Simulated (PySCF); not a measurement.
# C₄H₇FO₂: electronic excitations

Aim: predict the electronic excitations of C₄H₇FO₂ (`COCCC(=O)F`).

The runs use PySCF 2.14.0, with density-fitted response routines of our own; the level of theory stands in each step. All values are computed, except where a source is named. Atoms count from 0, in the outputs and in this text.

### 1 The molecule as given

14 atoms, charge 0, multiplicity 1; geometry from: GFN2-xTB.

Bonds of the start (Å): C0–O1 1.40, O1–C2 1.41, C2–C3 1.53, C3–C4 1.49, C4–O5 1.18, C4–F6 1.37, C0–H7 1.10, C0–H8 1.10, C0–H9 1.09, C2–H10 1.10, C2–H11 1.10, C3–H12 1.09, C3–H13 1.09.

### 2 Ultraviolet spectrum: wB97X-D/def2-SVPD

Job settings and geometry (Å):

```
{"job": {"kind": "uv", "xc": "wB97X-D", "basis": "def2-SVPD", "nstates": 8, "ntriplets": 3}, "charge": 0, "multiplicity": 1}
C     -2.119516    -0.309503    -0.801145
O     -0.727999    -0.497861    -0.773195
C     -0.148704    -0.181238     0.469581
C      1.366580    -0.263401     0.312327
C      1.906354     0.924221    -0.414823
O      1.414190     1.964452    -0.660581
F      3.199580     0.693101    -0.796581
H     -2.382108     0.736865    -0.606325
H     -2.620679    -0.943914    -0.059528
H     -2.448251    -0.587795    -1.799732
H     -0.488116    -0.891973     1.239643
H     -0.439418     0.833639     0.779796
H      1.858422    -0.313892     1.287076
H      1.628986    -1.163172    -0.248462
```

Level: TDDFT wB97X-D/def2-SVPD, vertical, gas phase, core orbitals frozen in the response.

Command:

```
> OMP_NUM_THREADS=1 python probes_run.py task.json out
```

This one command runs all jobs of the session in turn.

What will the session give for the following? lowest singlet (wB97X-D/def2-SVPD); brightest of those computed; lowest triplet. Wanted: lowest singlet; brightest of those computed; lowest triplet.

As calculated:

| quantity | value |
| --- | --- |
| lowest singlet (wB97X-D/def2-SVPD) | 6.20 eV (200 nm), f = 0.001 |
| brightest of those computed | state 8, 8.97 eV, f = 0.043 |
| lowest triplet | 5.65 eV |

In words: The lowest singlet, at 6.20 eV, is HOMO−1→LUMO 0.94 and is dark; the strongest absorption computed is state 8 at 8.97 eV. The lowest triplet lies 0.54 eV below the lowest singlet (triplets in Tamm-Dancoff, singlets in full TDDFT).
